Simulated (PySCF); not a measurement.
# MgSb: bond curves at several levels of theory

Aim: find the lowest electronic state of MgSb, scan its bond at several levels of theory, and get bond length, wavenumber and dissociation energy from each curve.

The runs use PySCF 2.14.0; Mg cc-pVDZ, Sb cc-pVDZ-PP with ECP28, scalar-relativistic core potentials.

### 1 Set-up

A driver script around PySCF takes these settings:

| Quantity | Value |
| --- | --- |
| atoms | Mg, Sb |
| charge | 0 |
| basis | Mg cc-pVDZ, Sb cc-pVDZ-PP with ECP28 |
| Hamiltonian | scalar-relativistic core potentials |
| basis functions | 41 |
| electrons treated | 35 |
| masses in u | 23.9850, 120.9038 |
| levels | PBE0, PBE, r²SCAN, LDA, BP86, B3LYP, HF, MP2, SCS-MP2, CCSD, CCSD(T) |
| grid | 80 radial by 434 angular points |
| occupations | held fixed by the projection of orbital angular momentum |
| dissociation limit | Mg + Sb, each in its ground configuration |
| starting distance in angstrom | 2.720 |
| values of 2S to try | 1, 3 |

Command:

```
$ OMP_NUM_THREADS=1 python dia.py task.json out
```

The runs that follow: The PBE0 curve of the state that the search chose; Excited determinants; PBE; r²SCAN; LDA; BP86 (GGA); B3LYP (global hybrid GGA); UHF (mean field); MP2 and coupled cluster.

**Question.** What will these runs give? Wanted: for each run, Re; ωe; De; μ.

**Answer**, as computed:

Lowest PBE0 solution found, without spin–orbit coupling: ⁴Σ⁻ (quartet), unpaired electrons σ ↑, π ↑↑. State 2 has its PBE0 minimum 0.20 eV higher, as a spin-mixed determinant (⟨S²⟩ = 1.76), so this is no gap between pure states. State 3 has its PBE0 minimum 0.42 eV higher, as a spin-mixed determinant (⟨S²⟩ = 1.76), so this is no gap between pure states. State 4 has its PBE0 minimum 0.44 eV higher. The other levels ran on the lowest alone.

```csv
level,Re (Å),ωe (cm⁻¹),De (eV),μ (D)
UHF,2.919,175.5,0.097,-1.82
UHF-MP2,2.880,204.5,0.227,n/a
UHF-SCS-MP2,2.907,192.1,0.128,n/a
UHF-CCSD,2.955,158.3,0.112,n/a
UHF-CCSD(T),2.942,169.2,0.168,n/a
LDA,2.838,214.1,0.89,-1.02
PBE,2.900,197.7,0.66,-0.94
BP86,2.902,196.4,0.64,-1.07
r²SCAN,2.869,212.7,0.73,-1.35
B3LYP,2.908,190.4,0.494,-1.13
PBE0,2.873,205.3,0.61,-1.22
```

De is counted to Mg + Sb in their ground configurations. A positive dipole means Mg(−)Sb(+).

What this shows: Bond lengths run from 2.838 Å (LDA) to 2.955 Å (UHF-CCSD). CCSD(T) can't serve as the judge here: for a weak bond in this basis it is far from its limit. Of the levels with a De here, UHF gives the least (0.097 eV) and LDA the most (0.89 eV).

Correlated steps freeze 5 core orbitals. These are scalar-relativistic numbers at best; spin–orbit coupling would shift them, the dissociation energy most. With spin–orbit coupling the term label itself may not hold.
